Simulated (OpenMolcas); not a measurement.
**Rh⁴⁺ with 6 ligands (sulfide): CASSCF and CASPT2 levels and susceptibility**

Aim: the ligand-field states of Rh⁴⁺ in this surrounding, its lowest levels with spin-orbit coupling and its magnetic susceptibility.

The numbers are computed with OpenMolcas 26.06 (state-averaged CASSCF and CASPT2, spin-orbit coupling by RASSI with atomic mean-field integrals), except any that are marked as measured or tabulated.

## (1) The atom as given

- Species: Rh⁴⁺ (rhodium, Z = 45, 41 electrons)
- Basis: ANO-RCC-VDZP [6s5p3d1f], 151 functions with the ligands
- Scalar Hamiltonian: DKH2, point nucleus
- Inactive shells: 1s 2s 2p 3s 3p 3d 4s 4p of the metal, and all ligand shells
- Active space: 5 electrons in 5 orbitals (4d)
- Some configurations of this space: 4d⁵
- Orbitals: optimised for each spin and parity, averaged over all roots

Outer shells as boxes (Hund's rule):

4d5
```
4d [↑ ][↑ ][↑ ][↑ ][↑ ]
```

Rh⁴⁺ is taken with 6 ligands (sulfide) in octahedron coordination (Oh) at 2.29 Å. A charge of +1.33 e stands 2.6 Å behind each ligand. Ligand basis ANO-RCC-VDZP. The distances are assumed, not relaxed.

```xyz
7

Rh    0.0000    0.0000    0.0000
S     2.2900    0.0000    0.0000
S     0.0000    2.2900    0.0000
S    -2.2900    0.0000    0.0000
S     0.0000   -2.2900    0.0000
S     0.0000    0.0000    2.2900
S     0.0000    0.0000   -2.2900
```

Each step is its own input file, run in one work folder so that later steps find the files of earlier ones. Labels, J, g values, rates, χT and fits are worked out afterwards by a script from the matrices that RASSI stores. The input lists half of the charges; inversion (Group=XYZ) makes the rest.

## (2) Basis and integrals

The input, a.inp:

```
&GATEWAY
Coord
7

Rh 0.0 0.0 0.0
S 2.290000 0.000000 0.000000
S 0.000000 2.290000 0.000000
S -2.290000 0.000000 0.000000
S 0.000000 -2.290000 0.000000
S 0.000000 0.000000 2.290000
S 0.000000 0.000000 -2.290000
Basis=Rh.ANO-RCC-VDZP,S.ANO-RCC-VDZP
Group=XYZ
NoMove
AngMom=0.0 0.0 0.0
AMFI
RICD
XField
3 Angstrom 0
4.890000 0.000000 0.000000 1.333333
0.000000 4.890000 0.000000 1.333333
0.000000 0.000000 4.890000 1.333333
&SEWARD
```

The run is started by

```sh
$ OMP_NUM_THREADS=1 MOLCAS_MEM=2457 MOLCAS_PROJECT=a pymolcas a.inp > a.log
```

## (3) Reference wave functions, sextets of even parity, 1 root

The input, a.inp:

```
&RASSCF
FileOrb=start.orb
Symmetry=1
Spin=6
nActEl=5 0 0
Inactive=36 36
Ras2=5 0
CIRoot=1 1 1
SDav=1
CIMx=300
Iter=150 100
PrWF=0.3
OrbListing=Nothing
MaxOrb=0
LevShft=1.0
>>> COPY $Project.JobIph JOB001
```

start.orb holds start orbitals that the driver prepared beforehand, or those of the step before.

## (4) Reference wave functions, quartets of even parity, 24 roots

The input, a.inp:

```
&RASSCF
FileOrb=start.orb
Symmetry=1
Spin=4
nActEl=5 0 0
Inactive=36 36
Ras2=5 0
CIRoot=24 24 1
SDav=24
CIMx=300
Iter=150 100
PrWF=0.3
OrbListing=Nothing
MaxOrb=0
LevShft=1.0
>>> COPY $Project.JobIph JOB002
```

## (5) CASSCF: doublets of even parity, 75 roots

The input, a.inp:

```
&RASSCF
FileOrb=start.orb
Symmetry=1
Spin=2
nActEl=5 0 0
Inactive=36 36
Ras2=5 0
CIRoot=75 75 1
SDav=75
CIMx=300
Iter=150 100
PrWF=0.3
OrbListing=Nothing
MaxOrb=0
LevShft=1.0
>>> COPY $Project.JobIph JOB003
```

## (6) State interaction with spin-orbit coupling

The input, a.inp:

```
&RASSI
NrOfJobIphs=3 1 24 75
1
1 2 3 4 5 6 7 8 9 10 11 12 13 14 15 16 17 18 19 20 21 22 23 24
1 2 3 4 5 6 7 8 9 10 11 12 13 14 15 16 17 18 19 20 21 22 23 24 25 26 27
28 29 30 31 32 33 34 35 36 37 38 39 40 41 42 43 44 45 46 47 48 49 50 51
52 53 54 55 56 57 58 59 60 61 62 63 64 65 66 67 68 69 70 71 72 73 74 75
IphNames
JOB001
JOB002
JOB003
EJob
SpinOrbit
DIPRint=1.0
SOCoupling=1000.0
Subsets=2
Property=9
'ANGMOM' 1 'ANGMOM' 2 'ANGMOM' 3 'MLTPL  1' 1 'MLTPL  1' 2 'MLTPL  1' 3
'AMFI' 1 'AMFI' 2 'AMFI' 3
SOProperty=3
'ANGMOM' 1 'ANGMOM' 2 'ANGMOM' 3
```

## (7) CASPT2: IPEA 0.25, imaginary shift 0.1 (closed shells correlated: 4s 4p of the metal, with ligand shells; the Frozen line counts the rest)

The input, a.inp:

```
>>> COPY JOB001 $Project.JobIph
&CASPT2
Multistate=1 1
Frozen=23 21
IPEA=0.25
Imaginary=0.1
MaxIter=60
WThr=0.0 0.3 0.05
PrWF=0.5
NoMix
>>> COPY JOB002 $Project.JobIph
&CASPT2
Multistate=24 1 2 3 4 5 6 7 8 9 10 11 12 13 14 15 16 17 18 19 20 21 22
23 24
NoMult
Frozen=23 21
IPEA=0.25
Imaginary=0.1
MaxIter=60
WThr=0.0 0.3 0.05
PrWF=0.5
NoMix
>>> COPY JOB003 $Project.JobIph
&CASPT2
Multistate=75 1 2 3 4 5 6 7 8 9 10 11 12 13 14 15 16 17 18 19 20 21 22
23 24 25 26 27 28 29 30 31 32 33 34 35 36 37 38 39 40 41 42 43 44 45 46
47 48 49 50 51 52 53 54 55 56 57 58 59 60 61 62 63 64 65 66 67 68 69 70
71 72 73 74 75
NoMult
Frozen=23 21
IPEA=0.25
Imaginary=0.1
MaxIter=60
WThr=0.0 0.3 0.05
PrWF=0.5
NoMix
```

## (8) CASPT2: IPEA 0.25, real shift 0.3 (closed shells correlated: 4s 4p of the metal, with ligand shells; the Frozen line counts the rest)

Changes to a.inp since step 7:

```diff
@@ -5,3 +5,3 @@
 IPEA=0.25
-Imaginary=0.1
+Shift=0.3
 MaxIter=60
@@ -17,3 +17,3 @@
 IPEA=0.25
-Imaginary=0.1
+Shift=0.3
 MaxIter=60
@@ -31,3 +31,3 @@
 IPEA=0.25
-Imaginary=0.1
+Shift=0.3
 MaxIter=60
```

(Steps that only read results are left out.)

Before running it: what results should come out? Wanted: spin-free ground state; first state of the same spin within the active space; lowest level; next level.

**Answer**, as computed:

| quantity | value |
| --- | --- |
| method | SS-CASPT2, IPEA 0.25, imaginary shift 0.1 (closed shells correlated: 4s 4p of the metal, with ligand shells; the Frozen line counts the rest) |
| spin-free ground state | doublet, 3-fold in its orbital part |
| first state of the same spin within the active space | doublet at 2920 cm⁻¹ |
| lowest level | 2-fold, g = 1.87, 1.87, 1.87 |
| next level | 1622.1 cm⁻¹ |
| χT at 300 K | 0.51 cm³ K/mol |
| effective moment at 300 K | 2.02 μB |

Cost by method:

```
                                              method  time of its own steps  time with the reference
                                           A. CASSCF                   73 s                     73 s
B. SS-CASPT2, IPEA 0.25, imaginary shift 0.1, +4s 4p                  5 min                  6.3 min
     C. SS-CASPT2, IPEA 0.25, real shift 0.3, +4s 4p                4.6 min                  5.8 min
```

Times are of one thread on a shared host.

In words: The spin-free ground state (doublet) is 3-fold and has less than the highest spin computed. χT at 300 K is 0.51, against 0.38 cm³ K/mol for the spin alone, so orbital moment adds to it. CASPT2 does not keep the components of a term degenerate, and the means are used. With metal d orbitals alone active, the gaps between spin states are rough; where two lie within a few thousand cm-1, their order is open. The bonds are covalent and no ligand orbital is active, so the numbers are rough. Bare point charges leave oxide and sulfide ligands too diffuse, so the field comes out too small.
